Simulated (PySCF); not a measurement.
# C7H6O: the cost of one run

Computed with PySCF 2.14.0 and routines of our own; the level stands in each step. Atoms count from 0.

## 1. The starting structure

14 atoms, charge 1, multiplicity 2; geometry from: GFN2-xTB.

## 2. Open-shell or spin-flip excitations: unrestricted TDA B3LYP/def2-SVPD

Job settings and geometry (Å):

```
{"job": {"kind": "uabs", "xc": "B3LYP", "basis": "def2-SVPD", "nstates": 10, "tda": true}, "charge": 1, "multiplicity": 2}
C      1.700977    -1.122978    -2.250792
C      1.255788    -0.545256    -1.291225
C      0.764177     0.146892    -0.162074
C      1.599504     0.984842     0.542479
C     -0.581469    -0.040318     0.215631
C     -1.685424    -0.774506    -0.220539
O     -2.524741    -0.359002     0.696749
C     -1.501159     0.475213     1.300156
H      2.094452    -1.625762    -3.088760
H      1.251687     1.525947     1.407750
H      2.626642     1.116417     0.241791
H     -1.933107    -1.474535    -1.000972
H     -1.290983     0.162791     2.323627
H     -1.777024     1.529781     1.264013
```

Level: unrestricted TDA B3LYP/def2-SVPD, vertical, gas phase, core orbitals frozen in the response.

Started as:

```bash
$ OMP_NUM_THREADS=1 python excited_run.py task.json out
```

One launch serves the whole session: the jobs run in the order shown.

**Question.** How long does this first job take on 1 thread of Intel Xeon at 2.50GHz, shared host, and how much memory does it need?

About 2.9 min, with a peak of 0.72 GiB.
